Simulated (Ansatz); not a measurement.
What does this script print? It uses Ansatz's Python interface.

The script, `run_restart.py`:
```python
"""Start a denser mesh for YbSn3 from a saved density."""

import warnings

import ansatz
import numpy as np

warnings.simplefilter("ignore", ansatz.DeckWarning)

vectors = np.array([
    [4.861, 0.0, 0.0],
    [0.0, 4.861, 0.0],
    [0.0, 0.0, 4.861],
])
system = (
    ansatz.Lattice.of(vectors)
    .atom("Yb", (0.0, 0.0, 0.0))
    .atom("Sn", (0.0, 0.5, 0.5))
    .atom("Sn", (0.5, 0.0, 0.5))
    .atom("Sn", (0.5, 0.5, 0.0))
)

model = system.calculation().functional("pbesol").basis(550).occupations("fermi_dirac").scf(tolerance=1e-07)
coarse = model.kpoints(*(2, 2, 2)).checkpoint(write="ybsn3.run").run().report
warm = model.kpoints(*(5, 5, 5)).checkpoint(read="ybsn3.run").run().report
cold = model.kpoints(*(5, 5, 5)).run().report
for label, r in (("coarse", coarse), ("fine, from the saved density", warm), ("fine, fresh start", cold)):
    print(f"{label:30s} F = {r['free_energy_ev']:.5f} eV  iterations {r['n_iterations']}")
```

```console
$ python run_restart.py
coarse                         F = -31526.27954 eV  iterations 10
fine, from the saved density   F = -31527.44208 eV  iterations 9
fine, fresh start              F = -31527.44208 eV  iterations 8
```

Caveats:
- Total energies depend on the potentials; only differences at equal settings carry meaning. A total without «per atom» is that of the cell as typed.
- Semilocal functionals put the nearly full 4f shell of Yb too close to the Fermi level.
- The mesh is modest for a metal, so energies can be off by several to tens of meV an atom and pressures by half a GPa or more; differences at equal mesh fare better.
- The structure is a deposited one; some such entries were measured under pressure or heat, so a shift against it needn't be the functional's error alone.
- Run time: 8 s on 1 thread of Arm Neoverse V2, on a shared host, peak memory 0.48 GiB.

(Lines on the test bed's own set-up are left out of the output.)
